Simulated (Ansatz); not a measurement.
# HfBi3O: the cost of one run

Computed with Ansatz 0.2.0 (DFT PBE, scalar-relativistic, plane waves, PAW, unless a step's input says otherwise).

**1. The structure to begin with**

It takes space group P6/mmm (No. 191, hexagonal). Conventional cell: a = 4.676 Å, b = 4.676 Å, c = 7.092 Å, α = 90.00°, β = 90.00°, γ = 120.00°. Hf (site symmetry 6/mmm) is surrounded by 2 O at 3.55 Å. Around Bi (site symmetry mmm) lie 2 O at 2.34 Å and 4 Bi at 2.34 Å. O (site symmetry 6/mmm) is surrounded by 6 Bi at 2.34 Å.

Structure file:

```
CELL_PARAMETERS angstrom
4.67618 0.00000 0.00000
-2.33809 4.04969 0.00000
0.00000 0.00000 7.09167
ATOMIC_POSITIONS crystal
Hf 0.00000 0.00000 0.00000
Bi 0.50000 0.00000 0.50000
Bi 0.00000 0.50000 0.50000
Bi 0.50000 0.50000 0.50000
O 0.00000 0.00000 0.50000
```

Recipe of the guess: random cell by space group and Wyckoff sites (P6/mmm, No. 191). The dimensions are guesses.

**2. Probe: one point on a coarse mesh**

Input file input.yaml:

```yaml
crystal:
  lattice:
    - [4.67618264, 0.0, 0.0]
    - [-2.33809132, 4.04969296, 0.0]
    - [0.0, 0.0, 7.09166858]
  atoms:
    - { symbol: Hf, position: [0.0, 0.0, 0.0] }
    - { symbol: Bi, position: [0.5, 0.0, 0.5] }
    - { symbol: Bi, position: [0.0, 0.5, 0.5] }
    - { symbol: Bi, position: [0.5, 0.5, 0.5] }
    - { symbol: O, position: [0.0, 0.0, 0.5] }
basis:
  ecutwfc: 420
kpoints:
  mp_grid: { grid: [6, 6, 4] }
hamiltonian:
  xc: pbe
scf:
  occupations: { method: gaussian, width: 0.1 }
  lower_state_search: "off"
output:
  forces: true
  stress: true
  eigenvalues: true
```

Started as:

```sh
> ansatz run input.yaml --threads 1 --pin off --max-ram 2560MiB --backend cpu --events-out ev --progress --plain --runs-dir out
```

**Question.** How long does this run take on 1 thread of Intel Xeon Platinum 8259CL at 2.50GHz (Skylake/Cascade Lake), shared host, and how much memory does it need?

About 9.7 s, with a peak of 0.51 GiB.
